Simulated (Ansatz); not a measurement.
Relaxation of a periodic cell of 15 atoms, MoW₁₄ (host W, host structure bcc, dopant Mo, one W atom removed), to a largest force component of 0.03 eV/Å in at most 60 steps.

Computed with DFT PBEsol, scalar-relativistic, plane waves, PAW (Ansatz 0.2.0). Settings: PAW set soft_1, cutoff 420 eV, k mesh 3x3x3, fermi-dirac smearing 0.15 eV, no spin polarisation.

```xyz
15
Lattice="6.3200 0.0000 0.0000 0.0000 6.3200 0.0000 0.0000 0.0000 6.3200" Properties=species:S:1:pos:R:3:forces:R:3
W 0.000 0.000 0.000 0.24 0.24 0.24
W 3.160 0.000 0.000 -0.28 0.28 0.26
W 0.000 0.000 3.160 0.26 0.28 -0.28
Mo 0.000 3.160 0.000 0.24 -0.24 0.24
W 3.160 3.160 0.000 -0.24 -0.24 0.24
W 3.160 0.000 3.160 -0.28 0.28 -0.28
W 4.740 1.580 1.580 0.01 0.02 -0.02
W 0.000 3.160 3.160 0.24 -0.24 -0.24
W 1.580 4.740 1.580 -0.02 -0.01 -0.02
W 1.580 1.580 4.740 -0.02 0.02 0.01
W 3.160 3.160 3.160 -0.28 -0.26 -0.28
W 4.740 4.740 1.580 0.04 -0.04 -0.01
W 4.740 1.580 4.740 0.04 0.01 0.04
W 1.580 4.740 4.740 -0.01 -0.04 0.04
W 4.740 4.740 4.740 0.06 -0.06 0.06
```

**Question.** Where does it end, and by what steps?

**Answer.** The forces met the threshold. Limits of this set-up: coarse k mesh, PAW files made for another functional, a small cell, in which the defect meets its images, a typed lattice constant that wasn't relaxed here. After 2 steps the energy has fallen by 0.039 eV; W11 moved furthest, 0.02 Å.

```tsv
step	energy less start (eV)	largest force component (eV/Å)	accepted
0	0.0000	0.276	yes
1	0.4044	0.839	no
2	-0.0385	0.017	yes
```

```xyz
15
Lattice="6.3200 0.0000 0.0000 0.0000 6.3200 0.0000 0.0000 0.0000 6.3200" Properties=species:S:1:pos:R:3
W 0.011 0.011 0.011
W 3.147 0.013 0.013
W 0.013 0.013 3.147
Mo 0.013 3.147 0.013
W 3.149 3.149 0.011
W 3.147 0.013 3.147
W 4.740 1.581 1.579
W 0.011 3.149 3.149
W 1.579 4.740 1.579
W 1.579 1.581 4.740
W 3.147 3.147 3.147
W 4.741 4.739 1.580
W 4.741 1.580 4.741
W 1.580 4.739 4.741
W 4.742 4.738 4.742
```

Whether the end is a true minimum wasn't checked by a vibrational analysis.

The run took 14 s on 4 threads of Arm Neoverse V2, on a shared host, peak memory 0.91 GiB.
